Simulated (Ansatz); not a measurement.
# C3H9ClS3Sn: a ladder of functionals and wavefunction methods

One table from this session's results is given with a row withheld; the runs are named, their logs left out.

The runs use Ansatz 0.2.0, Gaussian basis; functionals in def2-TZVPP, the program's frozen cores in correlated methods.

Levels to be run: LDA (SPW92), PBE-D4, revPBE-D4, BLYP-D4, r2SCAN-D4, B97M-V, PBE0-D4, B3LYP-D4, r2SCANh-D4, r2SCAN0-D4, HSE06-D4, BHLYP-D4, CAM-B3LYP-D4, LC-ωPBE, ωB97X-V, ωB97M-V, B2PLYP, PBE-QIDH; CCSD(T)/def2-SVP; CCSD(T)/def2-TZVPP; MP2/def2-QZVPP; extrapolation to the limit; RPA on PBE.

### Structure used throughout

The geometry comes from an earlier relaxation with PBE0-D4 in a triple-zeta def2 set; it is a stationary point, not always the lowest conformer. Sn takes the def2 core potential; no spin-orbit term is included.

SMILES `C[S][Sn]([Cl])([S]C)[S]C`, 17 atoms, charge 0, spin multiplicity 1.

Atoms are counted from 1 here; the program's logs count them from 0.

Bond lengths: C1–S2 1.820 Å, C1–H9 1.090 Å, C1–H10 1.090 Å, C1–H11 1.090 Å, S2–Sn3 2.387 Å, Sn3–Cl4 2.337 Å, Sn3–S5 2.375 Å, Sn3–S7 2.375 Å, S5–C6 1.820 Å, C6–H12 1.090 Å, C6–H13 1.090 Å, C6–H14 1.089 Å, S7–C8 1.820 Å, C8–H15 1.089 Å, C8–H16 1.090 Å, C8–H17 1.090 Å. Angles: S2–C1–H9 111.3°, S2–C1–H10 111.3°, S2–C1–H11 106.2°, H9–C1–H10 109.9°, H9–C1–H11 109.0°, H10–C1–H11 109.0°, C1–S2–Sn3 97.7°, S2–Sn3–Cl4 102.5°, S2–Sn3–S5 111.7°, S2–Sn3–S7 111.7°, Cl4–Sn3–S5 110.3°, Cl4–Sn3–S7 110.3°, S5–Sn3–S7 110.0°, Sn3–S5–C6 98.1°, S5–C6–H12 106.0°, S5–C6–H13 111.3°, S5–C6–H14 111.0°, H12–C6–H13 109.1° and more.

As a file:

```mol
C3H9ClS3Sn
  3D, bonds by distance, orders not assigned

 17 16  0  0  0  0  0  0  0  0999 V2000
   -0.6385    2.1879   -0.7475 C   0  0
   -1.0430    1.2146    0.7359 S   0  0
    0.2396   -0.7263    0.2023 Sn  0  0
   -0.1691   -2.1210    2.0324 Cl  0  0
    2.5574   -0.2328    0.0433 S   0  0
    2.7786    0.4908    1.6982 C   0  0
   -0.5134   -1.7536   -1.8025 S   0  0
   -2.2509   -2.0031   -1.3230 C   0  0
    0.4308    2.3888   -0.8102 H   0  0
   -0.9755    1.6866   -1.6546 H   0  0
   -1.1715    3.1332   -0.6461 H   0  0
    3.8031    0.8614    1.7302 H   0  0
    2.0935    1.3222    1.8623 H   0  0
    2.6465   -0.2626    2.4735 H   0  0
   -2.3320   -2.7333   -0.5191 H   0  0
   -2.7555   -2.3885   -2.2089 H   0  0
   -2.7189   -1.0648   -1.0262 H   0  0
  1  2  8  0
  2  3  8  0
  3  4  8  0
  3  5  8  0
  5  6  8  0
  3  7  8  0
  7  8  8  0
  1  9  8  0
  1 10  8  0
  1 11  8  0
  6 12  8  0
  6 13  8  0
  6 14  8  0
  8 15  8  0
  8 16  8  0
  8 17  8  0
M  END
```

Set-up of the first run:

Contents of in.yaml:

```yaml
crystal:
  periodic: [false, false, false]
  atoms:
    - {symbol: C, position_ang: [-0.638483, 2.187864, -0.747492]}
    - {symbol: S, position_ang: [-1.043002, 1.214582, 0.735931]}
    - {symbol: Sn, position_ang: [0.239552, -0.726283, 0.202325]}
    - {symbol: Cl, position_ang: [-0.169105, -2.121035, 2.032423]}
    - {symbol: S, position_ang: [2.557373, -0.232792, 0.043281]}
    - {symbol: C, position_ang: [2.778606, 0.490752, 1.698161]}
    - {symbol: S, position_ang: [-0.513412, -1.753567, -1.802517]}
    - {symbol: C, position_ang: [-2.250876, -2.003094, -1.322998]}
    - {symbol: H, position_ang: [0.430770, 2.388809, -0.810201]}
    - {symbol: H, position_ang: [-0.975531, 1.686629, -1.654574]}
    - {symbol: H, position_ang: [-1.171510, 3.133234, -0.646083]}
    - {symbol: H, position_ang: [3.803084, 0.861376, 1.730213]}
    - {symbol: H, position_ang: [2.093531, 1.322181, 1.862301]}
    - {symbol: H, position_ang: [2.646459, -0.262576, 2.473481]}
    - {symbol: H, position_ang: [-2.331956, -2.733267, -0.519053]}
    - {symbol: H, position_ang: [-2.755471, -2.388475, -2.208903]}
    - {symbol: H, position_ang: [-2.718930, -1.064838, -1.026196]}
basis:
  gaussian: {orbitals: def2-TZVPP}
hamiltonian: {xc: lda}
output: {orbitals: {seedname: orbitals}}
```

Launch:

```bash
$ ansatz run in.yaml --threads 4 --pin off --events-out ev --progress --plain --max-ram 46080MiB --backend cuda --devices 0, --max-vram 37GiB
```

Steps of the session up to this table: LDA; PBE-D4 (GGA); revPBE-D4 (GGA); BLYP-D4 (GGA); r2SCAN-D4 (meta-GGA); B97M-V (meta-GGA); B3LYP-D4 (hybrid); r2SCANh-D4 (hybrid); r2SCAN0-D4 (hybrid); HSE06-D4 (hybrid); BHLYP-D4 (hybrid); CAM-B3LYP-D4 (range-separated); LC-ωPBE (range-separated); ωB97X-V (range-separated); ωB97M-V (range-separated); B2PLYP (double hybrid); PBE-QIDH (double hybrid).

One table of the session follows, with a row left open; its other results are not shown here.

It belongs to the step «Frontier levels by functional». 

```
  functional  HOMO (eV)  LUMO (eV)  gap (eV)
 LDA (SPW92)          ?          ?         ?
      PBE-D4      -5.94      -2.65      3.30
   revPBE-D4      -5.89      -2.55      3.35
     BLYP-D4      -5.78      -2.56      3.22
   r2SCAN-D4      -6.21      -2.48      3.74
      B97M-V      -6.31      -2.36      3.95
     PBE0-D4      -7.18      -1.80      5.38
    B3LYP-D4      -6.93      -2.06      4.87
  r2SCANh-D4      -6.67      -2.17      4.50
  r2SCAN0-D4      -7.35      -1.70      5.65
    HSE06-D4      -6.78      -2.16      4.62
    BHLYP-D4      -8.27      -0.83      7.44
CAM-B3LYP-D4      -8.50      -0.82      7.69
     LC-ωPBE      -9.90       0.33     10.24
     ωB97X-V      -9.55       0.24      9.79
     ωB97M-V      -9.37       0.12      9.49
```

Q: Estimate the row for LDA (SPW92) from the others.

As computed: HOMO (eV): -6.06; LUMO (eV): -2.93; gap (eV): 3.13. In the column «HOMO (eV)» it lies between r2SCAN-D4 (-6.21) and PBE-D4 (-5.94).
